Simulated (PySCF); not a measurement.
# Yb(SH)3: other functionals and bases at one geometry

The task here is to estimate one member of a computed series from the others.

Program: PySCF 2.14.0. Level of theory: several levels, as the steps say, no spin–orbit coupling. These are calculated values, not measurements.

3 further runs of the same task are left out: 1 for a known fault of the program, 2 that didn't finish.

**Where the work starts**

7 atoms, charge 0, spin multiplicity 1.

Bond lengths: Yb1–S2 2.532 Å, Yb1–S4 2.532 Å, Yb1–S6 2.532 Å, S2–H3 1.356 Å, S4–H5 1.356 Å, S6–H7 1.356 Å. Angles: S2–Yb1–S4 120.0°, S2–Yb1–S6 120.0°, S4–Yb1–S6 120.0°, Yb1–S2–H3 93.8°, Yb1–S4–H5 93.8°, Yb1–S6–H7 93.8°.

Geometry (Å):

| atom | x (Å) | y (Å) | z (Å) |
| --- | --- | --- | --- |
| Yb1 | 0.00000 | 0.00000 | 0.86080 |
| S2 | 2.49500 | 0.43306 | 0.87142 |
| H3 | 2.81378 | -0.88379 | 0.91467 |
| S4 | -1.62254 | 1.94421 | 0.87142 |
| H5 | -0.64150 | 2.87870 | 0.91467 |
| S6 | -0.87246 | -2.37726 | 0.87142 |
| H7 | -2.17228 | -1.99491 | 0.91467 |

Formal oxidation states: Yb +3. Each metal's 13 4f electrons lie in its core potential, so multiplicities, spins and levels count the valence alone. An earlier session relaxed this geometry at PBE0, Yb lcecp-1-SVP with ECP59, S def2-SVP, H def2-SVP (singlet, point group C3).

At PBE0 on the finer grid: E = -1235.145029 Eh, HOMO -7.54 eV, LUMO -2.42 eV, Mulliken charge on Yb1 +0.81 e, largest force component 0.015 eV/Å. 

Levels to run: B3LYP; HF; M06-L; PBE; PBE0, TZVP. Hardware: 2 threads of Arm Neoverse V1, shared host.

The first run:

The input, run.py (the lines that set the calculation):

```python
mol = gto.M(atom='''
Yb     0.00000     0.00000     0.86080
S      2.49500     0.43306     0.87142
H      2.81378    -0.88379     0.91467
S     -1.62254     1.94421     0.87142
H     -0.64150     2.87870     0.91467
S     -0.87246    -2.37726     0.87142
H     -2.17228    -1.99491     0.91467''',
    basis={'Yb': 'lcecp-1-SVP', 'S': 'def2-SVP', 'H': 'def2-SVP'},
    ecp={'Yb': 'lcecp-1-SVP'},
    charge=0, spin=0)
mf = dft.RKS(mol, xc='B3LYP')
mf.grids.atom_grid = (75, 302)  # f atoms: unpruned, at least (60, 302)
mf = mf.density_fit()  # fitting sets: Yb AutoAux, S def2-universal-JKFIT, H def2-universal-JKFIT
mf.conv_tol = 1e-08; mf.max_cycle = 55
mf.kernel(dm0)  # dm0: the density of the relaxed state
```

Command:

```bash
OMP_NUM_THREADS=2 python run.py
```

Steps of the session up to this table: B3LYP; HF; M06-L; PBE; PBE0, TZVP.

One of the session's tables, all rows but one given; the rest of the session is left out.

```
              level  HOMO (eV)  gap (eV)  charge on Yb1 (e)  largest force component (eV/Å)
PBE0 (relaxed here)      -7.54      5.12               0.81                            0.01
              B3LYP      -7.23      4.53               0.71                            0.18
                 HF     -10.27     10.33               1.16                            0.67
              M06-L          ?         ?                  ?                               ?
                PBE      -6.33      3.21               0.64                            0.29
         PBE0, TZVP      -7.60      5.19               1.25                            0.22
```

**Question.** Estimate the row for M06-L.

**Answer.** HOMO (eV): -6.52; gap (eV): 4.34; charge on Yb1 (e): 1.01; largest force component (eV/Å): 0.21. In the column «HOMO (eV)» it lies between B3LYP (-7.23) and PBE (-6.33).

In one basis the HOMO–LUMO gap runs from 3.21 eV (PBE) to 10.33 eV (HF). The largest leftover force, 0.67 eV/Å with HF, stands at a geometry relaxed at another level. With 4f in the core, its levels are missing from HOMO and gap, and its count is fixed, so no charge can pass from the ligands into it. Total energies of different levels can't be compared.
